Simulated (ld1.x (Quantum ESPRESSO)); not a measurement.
**A PAW potential for In, from input to tests**

Aim: build the potential from the settings below, then test how well it stands in for the atom: other configurations, scattering, ghost states and the plane-wave cutoff that it needs.

Method: ld1.x (Quantum ESPRESSO) 7.5, PBEsol, scalar-relativistic.

## Step 1: Starting point

Typed settings, in words:

| Item | Value |
| --- | --- |
| element | indium (In, Z = 49) |
| type | PAW |
| frozen core | [Kr] 4d10 |
| valence charge | 3 |
| reference configuration | 5s2 5p1 |
| partial waves | 5s (bound): rcut 2.20, rcutus 2.35 bohr; 5s channel at 0.45 Ry: rcut 2.20, rcutus 2.35 bohr; 5p (bound): rcut 2.65, rcutus 3.40 bohr; 5p channel at 3.25 Ry: rcut 2.65, rcutus 3.40 bohr; 5d channel at 0.4 Ry: rc 2.16 bohr |
| local potential | the d channel |
| core correction | Bessel-smoothed model core inside 2.25 bohr |
| augmentation charge | PSQ, inside the norm-conserving radii |

The nodes and maxima of the atom's own shells, from an earlier all-electron run, set the scale for the radii.

All-electron outer shells of the reference configuration (PBEsol, scalar-relativistic, ld1.x):

| shell | level (eV) | outermost node (bohr) | outermost maximum (bohr) |
| --- | --- | --- | --- |
| 4p | -78.02 | 0.42 | 0.82 |
| 4d | -18.59 | 0.40 | 0.94 |
| 5s | -8.25 | 1.02 | 2.16 |
| 5p | -2.52 | 1.14 | 2.85 |

## Step 2: The generation run

The input, In.in:

```
 &input
   title='In', zed=49., rel=1, dft='PBESOL', iswitch=3,
   config='[Kr] 4d10 5s2 5p1 5d-2',
   nld=3, rlderiv=3.70, eminld=-3.0, emaxld=5.0, deld=0.02
 /
 &inputp
   pseudotype=3, lpaw=.true., tm=.true., lloc=2,
   nlcc=.true., new_core_ps=.true., rcore=2.25,
   which_augfun='PSQ', rmatch_augfun_nc=.true.,
   file_pseudopw='In.UPF', file_wfcaegen='ae.wfc', file_wfcncgen='nc.wfc', file_beta='beta', file_chi='chi', file_wfcusgen='us.wfc'
 /
5
5S  1  0   2.00   0.00  2.20  2.35  0.0
5S  1  0   0.00   0.45  2.20  2.35  0.0
5P  2  1   1.00   0.00  2.65  3.40  0.0
5P  2  1   0.00   3.25  2.65  3.40  0.0
5D  3  2  -2.00   0.40  2.16  2.16  0.0
 &test
   configts(1)='5s2 5p1'
 /
```

Started as:

```console
$ ld1.x < In.in > In.out
```

Output in In.out (without the banner and most projector matrices):

```text
     Program LD1 v.7.5
     --------------------------- All-electron run ----------------------------

     In
     scalar relativistic calculation

     atomic number is 49.00
     dft =PBESOL   lsd =0 sic =0 latt =0  beta=0.20 tr2=1.0E-14
     Exchange-correlation= PBESOL
                           (   1   4  10   8   0   0   0)
     mesh =1241 r(mesh) = 100.30140 a.u. xmin = -7.00 dx = 0.01250
     1 Ry =  13.60569312 eV, c = 137.03599908

     n l     nl                  e(Ry)          e(Ha)          e(eV)
     1 0     1S 1( 2.00)     -2038.8152     -1019.4076    -27739.4935
     2 0     2S 1( 2.00)      -305.2883      -152.6441     -4153.6584
     2 1     2P 1( 6.00)      -274.0597      -137.0298     -3728.7720
     3 0     3S 1( 2.00)       -57.9122       -28.9561      -787.9358
     3 1     3P 1( 6.00)       -47.6874       -23.8437      -648.8199
     4 0     4S 1( 2.00)        -8.7835        -4.3917      -119.5056
     4 1     4P 1( 6.00)        -5.7343        -2.8671       -78.0186
     3 2     3D 1(10.00)       -31.8022       -15.9011      -432.6907
     4 2     4D 1(10.00)        -1.3664        -0.6832       -18.5910
     5 0     5S 1( 2.00)        -0.6067        -0.3034        -8.2552
     5 1     5P 1( 1.00)        -0.1851        -0.0926        -2.5184

     final scf error:  8.1E-15 reached in  27 iterations

     Etot =  -11757.921599 Ry,   -5878.960800 Ha, -159974.673041 eV

     Ekin =   12254.582321 Ry,    6127.291161 Ha,  166732.086414 eV
     Encl =  -28435.918271 Ry,  -14217.959136 Ha, -386890.377672 eV
     Eh   =    4736.999629 Ry,    2368.499814 Ha,   64450.163273 eV
     Exc  =    -313.585278 Ry,    -156.792639 Ha,   -4266.545055 eV

     normalization and overlap integrals

     s(1S/1S) =  1.000000  <r> =   0.0297  <r2> =    0.0012  r(max) =   0.0192
     s(2S/2S) =  1.000000  <r> =   0.1286  <r2> =    0.0195  r(max) =   0.1090
     s(2P/2P) =  1.000000  <r> =   0.1122  <r2> =    0.0154  r(max) =   0.0870
     s(3S/3S) =  1.000000  <r> =   0.3488  <r2> =    0.1392  r(max) =   0.3153
     s(3P/3P) =  1.000000  <r> =   0.3473  <r2> =    0.1400  r(max) =   0.3075
     s(4S/4S) =  1.000000  <r> =   0.8479  <r2> =    0.8144  r(max) =   0.7658
     s(4P/4P) =  1.000000  <r> =   0.9219  <r2> =    0.9730  r(max) =   0.8152
     s(3D/3D) =  1.000000  <r> =   0.3245  <r2> =    0.1251  r(max) =   0.2581
     s(4D/4D) =  1.000000  <r> =   1.1839  <r2> =    1.6866  r(max) =   0.9354
     s(5S/5S) =  1.000000  <r> =   2.6031  <r2> =    7.7877  r(max) =   2.1612
     s(5P/5P) =  1.000000  <r> =   3.7012  <r2> =   16.2566  r(max) =   2.8453

     ------------------------ End of All-electron run ------------------------

     --------------------- Generating PAW atomic setup --------------------

      Generating local pot.: lloc=2, matching radius rcloc =   2.1600

      Computing core charge for nlcc:

       r > 2.27 : true rho core
      Core charge pseudized with two Bessel functions
      Integrated core pseudo-charge :   6.70
      Wfc-us  5S rcutus= 2.359  Estimated cut-off energy=     8.24 Ry
      Wfc-us  5S rcutus= 2.359  Estimated cut-off energy=    10.37 Ry
      Wfc-us  5P rcutus= 3.432  Estimated cut-off energy=     6.54 Ry
      Wfc-us  5P rcutus= 3.432  Estimated cut-off energy=     7.41 Ry

     Required augmentation: PSQ   radius:    3.400000

     Q pseudized with Bessel functions
     Expected ecutrho=      41.3133 due to l1=  0   l2=  1

     Estimated PAW energy = -315.537207 Ryd

     The PAW screened D coefficients
    -1.45349    -1.11877     0.00000     0.00000
    -1.11877    -0.84864     0.00000     0.00000
     0.00000     0.00000    -0.91957    -1.06018
     0.00000     0.00000    -1.06018    -1.18759

     The PAW descreened D coefficients (US)
    -1.48435    -1.67963     0.00000     0.00000
    -1.67963    -1.71327     0.00000     0.00000
     0.00000     0.00000    -0.76039    -1.43001
     0.00000     0.00000    -1.43001    -1.59853

     ------------------- End of pseudopotential generation -------------------

     [... the all-electron block is printed once more ...]


     Computing logarithmic derivative in   3.72270
     Computing logarithmic derivative in   3.72270
     Computing the partial wave expansion
     R is outside the sphere for l=    0 j= 0.00
     R is outside the sphere for l=    0 j= 0.00
     R is outside the sphere for l=    1 j= 0.00
     R is outside the sphere for l=    1 j= 0.00
       no projector for channel:   2

     ---------------------- Testing the pseudopotential ----------------------

     In
     scalar relativistic calculation

     atomic number is 49.00   valence charge is  3.00
     dft = SLA  PW   PSX  PSC   lsd =0 sic =0 latt =0  beta=0.20 tr2=1.0E-14
     mesh =1241 r(mesh) = 100.30140 xmin = -7.00 dx = 0.01250

     n l     nl             e AE (Ry)        e PS (Ry)    De AE-PS (Ry)
     1 0     5S   1( 2.00)       -0.60675       -0.60675        0.00000
     2 1     5P   1( 1.00)       -0.18510       -0.18510        0.00000

     eps = 4.7E-15  iter =  5

     Etot =  -11757.921599 Ry,   -5878.960800 Ha, -159974.673041 eV
     Etotps =  -315.537210 Ry,    -157.768605 Ha,   -4293.102444 eV

     Ekin =      11.041836 Ry,       5.520918 Ha,     150.231830 eV
     Encl =     -15.762271 Ry,      -7.881135 Ha,    -214.456620 eV
     Ehrt =       2.768502 Ry,       1.384251 Ha,      37.667389 eV
     Ecxc =    -313.585277 Ry,    -156.792638 Ha,   -4266.545044 eV
     (Ecc =      -6.665399 Ry,      -3.332699 Ha,     -90.687371 eV)

     ---------------------- End of pseudopotential test ----------------------
```

Run time: 0.85 s. Hardware: 1 thread of Neoverse-V2, shared host. This counts the later configuration tests of the new file too.

All-electron and pseudo partial waves u(r) = r·R(r), from the program's wave files:

| r (bohr) | 5s AE | 5s PS |
| --- | --- | --- |
| 0.170 | 0.0700 | 0.0860 |
| 0.340 | 0.1249 | 0.1708 |
| 0.510 | -0.2095 | 0.2532 |
| 0.680 | -0.3245 | 0.3320 |
| 0.850 | -0.2125 | 0.4061 |
| 1.020 | -0.0044 | 0.4742 |
| 1.190 | 0.2092 | 0.5351 |
| 1.360 | 0.3884 | 0.5878 |
| 1.530 | 0.5221 | 0.6311 |
| 1.700 | 0.6126 | 0.6641 |
| 1.870 | 0.6665 | 0.6862 |
| 2.040 | 0.6915 | 0.6966 |
| 2.210 | 0.6947 | 0.6952 |
| 2.380 | 0.6818 | 0.6818 |
| 2.550 | 0.6576 | 0.6576 |
| 2.720 | 0.6256 | 0.6256 |
| 2.890 | 0.5888 | 0.5888 |
| 3.060 | 0.5493 | 0.5493 |
| 3.230 | 0.5088 | 0.5088 |
| 3.400 | 0.4683 | 0.4683 |
| 3.570 | 0.4288 | 0.4288 |
| 3.740 | 0.3909 | 0.3909 |
| 3.910 | 0.3550 | 0.3550 |
| 4.080 | 0.3213 | 0.3213 |
| 4.250 | 0.2899 | 0.2899 |
| 4.420 | 0.2609 | 0.2609 |

## Step 3: Testing the new file in other configurations

The input, In.test.in:

```
 &input
   title='In', zed=49., rel=1, dft='PBESOL', iswitch=2,
   config='[Kr] 4d10 5s2 5p1 5d-2'
 /
 &test
   file_pseudo='In.UPF', nconf=8,
   configts(1)='5s2 5p1',
   configts(2)='5s2 5p0',
   configts(3)='5s1 5p0',
   configts(4)='5s2 5p0.5',
   configts(5)='5s1 5p1',
   configts(6)='5s0 5p3',
   configts(7)='5s1 5p2',
   configts(8)='5s2 5p1.3'
 /
```

Started as:

```console
$ ld1.x < In.test.in > In.test.out
```

In.test.out, the pseudopotential blocks:

```text
     ---------------------- Testing the pseudopotential ----------------------

     In
     scalar relativistic calculation

     atomic number is 49.00   valence charge is  3.00
     dft =SLA  PW   PSX  PSC   lsd =0 sic =0 latt =0  beta=0.20 tr2=1.0E-14
     mesh =1241 r(mesh) = 100.30140 xmin = -7.00 dx = 0.01250

     n l     nl             e AE (Ry)        e PS (Ry)    De AE-PS (Ry)
     1 0     5S   1( 2.00)       -0.60675       -0.60675        0.00000
     2 1     5P   1( 1.00)       -0.18510       -0.18510        0.00000

     eps = 5.5E-15  iter =  4

     Etot =  -11757.921599 Ry,   -5878.960800 Ha, -159974.673041 eV
     Etotps =  -315.537210 Ry,    -157.768605 Ha,   -4293.102445 eV

     Ekin =      11.041836 Ry,       5.520918 Ha,     150.231830 eV
     Encl =     -15.762271 Ry,      -7.881135 Ha,    -214.456620 eV
     Ehrt =       2.768502 Ry,       1.384251 Ha,      37.667389 eV
     Ecxc =    -313.585277 Ry,    -156.792638 Ha,   -4266.545044 eV
     (Ecc =      -6.665399 Ry,      -3.332699 Ha,     -90.687371 eV)

     ---------------------- End of pseudopotential test ----------------------

     ---------------------- Testing the pseudopotential ----------------------

     In
     scalar relativistic calculation

     atomic number is 49.00   valence charge is  3.00
     dft =SLA  PW   PSX  PSC   lsd =0 sic =0 latt =0  beta=0.20 tr2=1.0E-14
     mesh =1241 r(mesh) = 100.30140 xmin = -7.00 dx = 0.01250

     n l     nl             e AE (Ry)        e PS (Ry)    De AE-PS (Ry)
     1 0     5S   1( 2.00)       -1.10129       -1.10706        0.00576  !
     2 1     5P   1( 0.00)       -0.61861       -0.62192        0.00332

     eps = 6.2E-15  iter =  9

     Etot =  -11757.527606 Ry,   -5878.763803 Ha, -159969.312486 eV
     Etotps =  -315.141902 Ry,    -157.570951 Ha,   -4287.724007 eV
     dEtot_ae =       0.393994 Ry
     dEtot_ps =       0.395308 Ry,   Delta E=      -0.001314 Ry

     Ekin =      10.132094 Ry,       5.066047 Ha,     137.854157 eV
     Encl =     -13.540532 Ry,      -6.770266 Ha,    -184.228330 eV
     Ehrt =       1.463737 Ry,       0.731869 Ha,      19.915160 eV
     Ecxc =    -313.197200 Ry,    -156.598600 Ha,   -4261.264994 eV
     (Ecc =      -6.665399 Ry,      -3.332699 Ha,     -90.687371 eV)

     ---------------------- End of pseudopotential test ----------------------
```

6 tests gave no usable energy difference (5s1 5p0; 5s2 5p0.5; 5s1 5p1; 5s0 5p3; others); the test run stopped with "negative rho".

Energies count from the reference configuration 5s2 5p1; the error is all-electron less pseudo.

```csv
valence configuration,charge,ΔE all-electron (eV),error AE − PS (meV)
5s2 5p0,+1,5.361,-18
```

## Step 4: Does it scatter like the atom?

Taken from the files of the generation run. The phase is arctan(r·u′/u) with u = r·R, unwrapped, with energies in Ry. A pole is an energy at which the radial function vanishes at the test radius. The pseudo phase is shifted by a multiple of π to meet the all-electron one at the reference energy. Levels narrower than the energy grid can be missing from the poles. Left out: s, p, where the overlap operator is not positive , so their phases aren't trusted. The last column is the largest difference on the grid between −1 and +1 Ry.

| channel | radius (bohr) | reference (Ry) | poles AE | poles PS | window around the reference with phases within 0.05 rad (Ry) | largest difference near zero (rad) |
| --- | --- | --- | --- | --- | --- | --- |
| d | 3.72 | 0.40 | -1.36, 1.72 | 0.57, 2.12 | -1.3 to 0.5 | 2.998 |

Phases (rad) along the scan:

| E (Ry) | d AE | d PS |
| --- | --- | --- |
| -3.00 | 1.416 | -1.725 |
| -2.52 | 1.402 | -1.739 |
| -2.04 | 1.383 | -1.757 |
| -1.56 | 1.345 | -1.782 |
| -1.08 | -1.804 | -1.820 |
| -0.60 | -1.875 | -1.887 |
| -0.12 | -2.023 | -2.038 |
| 0.36 | -2.657 | -2.659 |
| 0.84 | -4.261 | -7.259 |
| 1.32 | -4.606 | -7.676 |
| 1.80 | -4.730 | -7.804 |
| 2.28 | -4.821 | -7.874 |
| 2.76 | -4.946 | -7.929 |
| 3.24 | -5.348 | -7.988 |
| 3.72 | -7.187 | -8.074 |
| 4.20 | -7.634 | -8.260 |
| 4.68 | -7.750 | -9.068 |

## Step 5: Cutoff and ghost test in a Bessel basis

This step uses the generator's waves and projectors in a separate script. Basis: spherical Bessel functions vanishing at 20 bohr, q² up to the cutoff; potential fixed at the reference.

No cutoffs are read. The overlap operator is not positive in s, p (lowest eigenvalue -19.965), so the test is not defined there. The ghost test is not conclusive.

## Step 6: Summary of results

```
                                                quantity                                    value
                                                 cutoffs                           not determined
                                            bound ghosts                           not determined
                            largest test error (AE − PS)  -18 meV, for 5s2 5p0 (6 tests unsolved)
largest phase difference near zero energy, channels read                                2.998 rad
         lowest eigenvalue of the overlap (Bessel basis)                              -19.965 (p)
               density cutoff estimated by the generator                                    41 Ry
```

**Reading.** The overlap operator is not positive definite in s, p, so a plane-wave run would break down once the basis is large enough. By total energies transferability is good where solved: the largest error is 18 meV on 5.4 eV, for 5s2 5p0. The test run broke off, so later configurations gave nothing; the verdict rests on few tests. No cutoffs are read. Ghosts could not be judged. Near zero energy the largest phase difference among the channels read is 3.00 rad, in the d channel. A step near π is an extra or missing state, not a misfit of shape. The pseudo curves have a pole with no partner nearby in the atom's: d at 0.57 Ry. At positive energy that is a spurious or a displaced resonance.
